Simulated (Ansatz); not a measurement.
# H₅PSe₂Si: one species, many methods

The task here is to estimate one member of a computed series from the others.

The runs use Ansatz 0.2.0, Gaussian basis; functionals in def2-TZVPP, the program's frozen cores in correlated methods.

Plan: LDA (SPW92), PBE-D4, revPBE-D4, BLYP-D4, r2SCAN-D4, B97M-V, PBE0-D4, B3LYP-D4, r2SCANh-D4, r2SCAN0-D4, HSE06-D4, BHLYP-D4, CAM-B3LYP-D4, LC-ωPBE, ωB97X-V, ωB97M-V, B2PLYP, PBE-QIDH; CCSD(T)/def2-SVP; CCSD(T)/def2-TZVPP; MP2/def2-QZVPP; extrapolation to the limit; RPA on PBE.

### The relaxed structure

An earlier PBE0-D4 in a triple-zeta def2 set relaxation fixed the geometry.

SMILES `P[Se][SiH2][SeH]`, 9 atoms, charge 0, spin multiplicity 1.

Atoms are counted from 1 here; the program's logs count them from 0.

Bond lengths: P1–Se2 2.272 Å, P1–H5 1.419 Å, P1–H6 1.419 Å, Se2–Si3 2.278 Å, Si3–Se4 2.272 Å, Si3–H7 1.483 Å, Si3–H8 1.483 Å, Se4–H9 1.469 Å. Angles: Se2–P1–H5 96.6°, Se2–P1–H6 96.6°, H5–P1–H6 93.4°, P1–Se2–Si3 92.9°, Se2–Si3–Se4 108.9°, Se2–Si3–H7 109.0°, Se2–Si3–H8 112.0°, Se4–Si3–H7 112.2°, Se4–Si3–H8 104.7°, H7–Si3–H8 110.0°, Si3–Se4–H9 92.7°.

The first run:

Input file in.yaml:

```yaml
crystal:
  periodic: [false, false, false]
  atoms:
    - {symbol: P, position_ang: [-1.606270, 1.268891, 0.949988]}
    - {symbol: Se, position_ang: [0.185100, -0.082743, 1.306632]}
    - {symbol: Si, position_ang: [0.298954, -0.702623, -0.882774]}
    - {symbol: Se, position_ang: [2.222393, -1.863383, -1.220574]}
    - {symbol: H, position_ang: [-2.389727, 0.790384, 2.031903]}
    - {symbol: H, position_ang: [-1.120625, 2.381879, 1.684346]}
    - {symbol: H, position_ang: [0.218901, 0.510530, -1.731628]}
    - {symbol: H, position_ang: [-0.781213, -1.650439, -1.249857]}
    - {symbol: H, position_ang: [3.060987, -0.698695, -0.905337]}
basis:
  gaussian: {orbitals: def2-TZVPP}
hamiltonian: {xc: lda}
output: {orbitals: {seedname: orbitals}}
```

Launch:

```sh
$ ansatz run in.yaml --threads 4 --pin off --events-out ev --progress --plain --max-ram 10444MiB
```

Among the steps run: LDA; PBE-D4 (GGA); revPBE-D4 (GGA); BLYP-D4 (GGA); r2SCAN-D4 (meta-GGA); B97M-V (meta-GGA); PBE0-D4 (hybrid); B3LYP-D4 (hybrid); r2SCANh-D4 (hybrid); r2SCAN0-D4 (hybrid); HSE06-D4 (hybrid); BHLYP-D4 (hybrid); CAM-B3LYP-D4 (range-separated); LC-ωPBE (range-separated); ωB97X-V (range-separated); ωB97M-V (range-separated); B2PLYP (double hybrid); PBE-QIDH (double hybrid).

One of the session's tables, all rows but one given; the rest of the session is left out.

It belongs to the step «Frontier levels by functional». 

```
  functional  HOMO (eV)  gap (eV)
 LDA (SPW92)      -6.09      4.05
      PBE-D4      -5.98      4.16
   revPBE-D4      -5.94      4.21
     BLYP-D4          ?         ?
   r2SCAN-D4      -6.26      4.64
      B97M-V      -6.35      4.78
     PBE0-D4      -7.11      6.15
    B3LYP-D4      -6.86      5.71
  r2SCANh-D4      -6.67      5.36
  r2SCAN0-D4      -7.29      6.44
    HSE06-D4      -6.71      5.38
    BHLYP-D4      -8.07      8.07
CAM-B3LYP-D4      -8.35      8.44
     LC-ωPBE      -9.70     10.91
     ωB97X-V      -9.37     10.47
     ωB97M-V      -9.22     10.14
```

Q: Estimate the row for BLYP-D4 from the others.

Worked estimate for «HOMO (eV)». Against the share of exact exchange, B3LYP-D4 (0.2, -6.86), BHLYP-D4 (0.5, -8.07) give a slope of -4.03 per unit share; at 0 the line stands at -6.05.

As computed: HOMO (eV): -5.80; gap (eV): 4.13. In «HOMO (eV)» the line misses by -0.25.
